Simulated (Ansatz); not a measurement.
# Cs3H: the cost of one run

Method: DFT PBE, scalar-relativistic, plane waves, PAW, in Ansatz 0.2.0.

## 1. The system as given

It takes space group I4/mmm (No. 139, tetragonal). Conventional cell: a = 8.512 Å, b = 8.512 Å, c = 8.655 Å, α = 90.00°, β = 90.00°, γ = 90.00°. Cs (site symmetry mmm) has 4 Cs at 4.26 to 4.33 Å and 2 H at 4.26 Å as nearest neighbours. Cs (site symmetry 4/mmm) is surrounded by 4 Cs at 4.26 Å and 2 H at 4.33 Å. Around H (site symmetry 4/mmm) lie 6 Cs at 4.26 to 4.33 Å.

As a file:

```
Cs H
1.0
    -4.25585    4.25585    4.32737
     4.25585   -4.25585    4.32737
     4.25585    4.25585   -4.32737
Cs H
3 1
Direct
  0.50000 0.00000 0.50000
  0.00000 0.50000 0.50000
  0.00000 0.00000 0.00000
  0.50000 0.50000 0.00000
```

The cell is invented: random cell by space group and Wyckoff sites (I4/mmm, No. 139). Its size is a rough estimate.

## 2. The guess as it stands, on a coarse mesh

File input.yaml:

```yaml
crystal:
  lattice:
    - [-4.25584735, 4.25584735, 4.32737258]
    - [4.25584735, -4.25584735, 4.32737258]
    - [4.25584735, 4.25584735, -4.32737258]
  atoms:
    - { symbol: Cs, position: [0.5, 0.0, 0.5] }
    - { symbol: Cs, position: [0.0, 0.5, 0.5] }
    - { symbol: Cs, position: [0.0, 0.0, 0.0] }
    - { symbol: H, position: [0.5, 0.5, 0.0] }
basis:
  ecutwfc: 420
kpoints:
  mp_grid: { grid: [4, 4, 4] }
hamiltonian:
  xc: pbe
scf:
  occupations: { method: gaussian, width: 0.1 }
  lower_state_search: "off"
output:
  forces: true
  stress: true
  eigenvalues: true
```

Run with:

```
$ ansatz run input.yaml --threads 1 --pin off --max-ram 2560MiB --backend cpu --events-out ev --progress --plain --runs-dir out
```

What time and memory should one allow on 1 thread of Arm Neoverse V2, shared host?

About 4.2 s, with a peak of 0.45 GiB.
